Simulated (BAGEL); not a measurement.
# [GeH5]− (SMILES [H][Ge-]([H])([H])([H])[H]) at HF/3-21G (density fitting with qzvpp-jkfit)

What is the energy change on altering one bond length of [GeH5]− at HF/3-21G (density fitting with qzvpp-jkfit)? 

The results are computed with BAGEL 1.2.2.

5 further runs of the same task are left out: 5 that didn't finish.

## Step 1: The structure to begin with

The species is [GeH5]− (6 atoms), meant as a singlet with charge -1. SMILES: `[H][Ge-]([H])([H])([H])[H]`. The shape comes from GFN2-xTB, which is rough for such elements, and wasn't checked as a minimum.

Bond lengths: Ge1–H2 1.762 Å, Ge1–H3 1.782 Å, Ge1–H4 1.515 Å, Ge1–H5 1.514 Å, Ge1–H6 1.514 Å. Angles: H2–Ge1–H3 179.8°, H2–Ge1–H4 90.4°, H2–Ge1–H5 90.0°, H2–Ge1–H6 90.3°, H3–Ge1–H4 89.6°, H3–Ge1–H5 89.8°, H3–Ge1–H6 89.8°, H4–Ge1–H5 120.0°, H4–Ge1–H6 120.0°, H5–Ge1–H6 120.0°.

## Step 2: A single-point energy at HF/3-21G (density fitting with qzvpp-jkfit)

input.json reads:

```json
{ "bagel": [

{
  "title": "molecule",
  "basis": "3-21g",
  "df_basis": "qzvpp-jkfit",
  "angstrom": true,
  "geometry": [
    { "atom": "Ge", "xyz": [       0.000170,      -0.001050,       0.006590 ] },
    { "atom": "H", "xyz": [      -0.023480,      -0.005740,       1.768690 ] },
    { "atom": "H", "xyz": [       0.022000,       0.009450,      -1.774870 ] },
    { "atom": "H", "xyz": [       1.514900,       0.010990,       0.015670 ] },
    { "atom": "H", "xyz": [      -0.767040,       1.304120,       0.000050 ] },
    { "atom": "H", "xyz": [      -0.746540,      -1.317780,      -0.016130 ] }
  ]
},

{ "title": "hf", "charge": -1 },

{ "title": "print", "file": "orbitals.molden", "orbitals": true }

]}
```

On the command line:

```console
BAGEL_NUM_THREADS=1 BAGEL input.json > input.out
```

Output:

```text
* using 1 threads per process

  ===============================================================
  ===============================================================

  *** Geometry ***

  { "atom" : "Ge", "xyz" : [      0.000321,     -0.001984,      0.012453 ] },
  { "atom" : "H", "xyz" : [     -0.044371,     -0.010847,      3.342340 ] },
  { "atom" : "H", "xyz" : [      0.041574,      0.017858,     -3.354018 ] },
  { "atom" : "H", "xyz" : [      2.862746,      0.020768,      0.029612 ] },
  { "atom" : "H", "xyz" : [     -1.449496,      2.464430,      0.000094 ] },
  { "atom" : "H", "xyz" : [     -1.410756,     -2.490243,     -0.030481 ] },

  Number of auxiliary basis functions:      356

  Since a DF basis is specified, we compute 2- and 3-index integrals:
    o Being stored without compression. Storage requirement is 0.003 GB

  Number of basis functions:       32
  Number of electrons      :       37

    * METHOD: MOLECULE                             0.07

  *** RHF ***

  === Nuclear Repulsion ===
    54.7797144814

      * DIIS with orbital gradients will be used.

  === RHF iteration (3-21g) ===
      0      -2068.08561113          0.00842391           0.01
      1      -2068.09709546          0.00139417           0.01
      2      -2068.09762795          0.00020494           0.01
      3      -2068.09764149          0.00001585           0.01
      4      -2068.09764168          0.00000394           0.01
      5      -2068.09764169          0.00000033           0.01
      6      -2068.09764169          0.00000007           0.01
      7      -2068.09764169          0.00000001           0.01
      8      -2068.09764169          0.00000000           0.01
    * SCF iteration converged.

    * Permanent dipole moment:
           (   -0.000334,     0.005586,    -0.054340) a.u.

    * METHOD: HF                                   0.16

    * METHOD: PRINT                                0.00

  ===============================================================
```

Wall time 0.46 s (1 thread of AMD EPYC 7B13 (Zen 3), shared host); peak memory 0.081 GiB.

## Step 3: The distorted shape at the same level

hf.json reads:

```json
{ "bagel" : [

{
  "title" : "molecule",
  "basis" : "3-21g",
  "df_basis" : "qzvpp-jkfit",
  "angstrom" : true,
  "geometry" : [
    { "atom" : "Ge", "xyz" : [       0.896240,       1.579058,       0.033855 ] },
    { "atom" : "H", "xyz" : [       0.872590,       1.574368,       1.795955 ] },
    { "atom" : "H", "xyz" : [       0.918070,       1.589558,      -1.747605 ] },
    { "atom" : "H", "xyz" : [       2.410970,       1.591098,       0.042935 ] },
    { "atom" : "H", "xyz" : [       0.129030,       2.884228,       0.027315 ] },
    { "atom" : "H", "xyz" : [      -0.746540,      -1.317780,      -0.016130 ] }
  ]
},

{ "title" : "hf", "charge" : -1 },

{ "title" : "print", "file" : "orbitals.molden", "orbitals" : true }

]}
```

On the command line:

```console
BAGEL_NUM_THREADS=1 BAGEL hf.json > hf.out
```

Output:

```text
* using 1 threads per process

  ===============================================================
  ===============================================================

  *** Geometry ***

  { "atom" : "Ge", "xyz" : [      1.693648,      2.983987,      0.063977 ] },
  { "atom" : "H", "xyz" : [      1.648956,      2.975124,      3.393863 ] },
  { "atom" : "H", "xyz" : [      1.734901,      3.003829,     -3.302495 ] },
  { "atom" : "H", "xyz" : [      4.556073,      3.006739,      0.081135 ] },
  { "atom" : "H", "xyz" : [      0.243831,      5.450401,      0.051618 ] },
  { "atom" : "H", "xyz" : [     -1.410756,     -2.490243,     -0.030481 ] },

  Number of auxiliary basis functions:      356

  Since a DF basis is specified, we compute 2- and 3-index integrals:
    o Being stored without compression. Storage requirement is 0.003 GB

  Number of basis functions:       32
  Number of electrons      :       37

    * METHOD: MOLECULE                             0.07

  *** RHF ***

  === Nuclear Repulsion ===
    48.3479810381

      * DIIS with orbital gradients will be used.

  === RHF iteration (3-21g) ===
      0      -2067.94940373          0.00924702           0.01
      1      -2067.97860401          0.00216816           0.01
      2      -2067.97965212          0.00044178           0.01
      3      -2067.97974448          0.00012266           0.01
      4      -2067.97975248          0.00003670           0.01
      5      -2067.97975327          0.00000588           0.01
      6      -2067.97975328          0.00000056           0.01
      7      -2067.97975328          0.00000009           0.01
      8      -2067.97975328          0.00000001           0.01
      9      -2067.97975328          0.00000000           0.01
    * SCF iteration converged.

    * Permanent dipole moment:
           (   -1.450059,    -2.553435,    -0.077861) a.u.

    * METHOD: HF                                   0.19

    * METHOD: PRINT                                0.00

  ===============================================================
```

It took 0.5 s on 1 thread of AMD EPYC 7B13 (Zen 3), shared host; peak memory 0.081 GiB.

## Step 4: What came out

Level: HF/3-21G (density fitting with qzvpp-jkfit).

| quantity | value |
| --- | --- |
| first shape: total energy | -2068.09764 Eh |
| first shape: HOMO energy | -1.66 eV |
| first shape: LUMO energy | 10.92 eV |
| first shape: HOMO–LUMO gap (to an unbound level, set by the basis) | 12.57 eV |
| distorted shape: total energy | -2067.97975 Eh |
| distorted shape: HOMO energy | -1.27 eV |
| distorted shape: LUMO energy | 5.69 eV |
| distorted shape: HOMO–LUMO gap (to an unbound level, set by the basis) | 6.95 eV |
| energy change with the Ge1–H6 bond stretched from 1.514 to 3.331 Å | 3.208 eV |

With the Ge1–H6 bond stretched from 1.514 to 3.331 Å the energy rises by 3.21 eV (74 kcal/mol). The first shape isn't relaxed at this level, so the change isn't measured from a minimum.
